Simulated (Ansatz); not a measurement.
LiFeN:

```
CELL_PARAMETERS angstrom
3.10060 0.00000 0.00000
-1.55030 2.68520 0.00000
0.00000 0.00000 4.14534
ATOMIC_POSITIONS crystal
Fe 0.33333 0.66667 0.50000
N 0.00000 0.00000 0.50000
Li 0.00000 0.00000 0.00000
```

The cell comes from a database or a generator and needn't be the stable form of this composition.

Alike in all runs: program Ansatz 0.2.0; functional PBE; potentials or basis Ansatz PAW; cutoff 420 eV (not typed: the program's choice for these potentials); k mesh 8 × 8 × 6; occupations fermi-dirac, width 0.05 eV.

Starts and where they ended:

| start | free energy over the lowest (meV/atom) | net moment (μB) | site or absolute moments (μB) | gap |
| --- | --- | --- | --- | --- |
| collinear spin, ferromagnetic start of up to 1.5 μB; fixed moment 1.5 | 27.0 | 1.50 | Fe +1.22; N +0.02; Li -0.00 | - |
| collinear spin, program default start; fixed moment 0 | 0.0 | 0.00 | - | - |
| collinear spin, ferromagnetic start of up to 6 μB; fixed moment 6 | 1540.1 | 6.00 | Fe +3.46; N +0.61; Li +0.12 | - |
| collinear spin, ferromagnetic start of up to 2.2 μB; fixed moment 2.2 | 66.9 | 2.20 | Fe +1.76; N +0.08; Li +0.00 | - |
| collinear spin, ferromagnetic start of up to 0.8 μB; fixed moment 0.8 | 2.6 | 0.80 | Fe +0.67; N +0.00; Li -0.00 | - |
| collinear spin, ferromagnetic start of up to 4.5 μB; fixed moment 4.5 | 640.1 | 4.50 | Fe +2.94; N +0.35; Li +0.05 | - |
| collinear spin, ferromagnetic start of up to 3 μB; fixed moment 3 | 143.4 | 3.00 | Fe +2.30; N +0.16; Li +0.00 | - |
| collinear spin, ferromagnetic start of up to 3.8 μB; fixed moment 3.8 | 355.7 | 3.80 | Fe +2.72; N +0.26; Li +0.02 | - |

All polarised runs hold their moment fixed, so the table maps the energy against it. A still lower state may exist.

Caveats: the total moment is fixed, so each spin has its own Fermi level; a cell with one magnetic atom can't hold antiferromagnetic order, which such compounds often take (some runs).
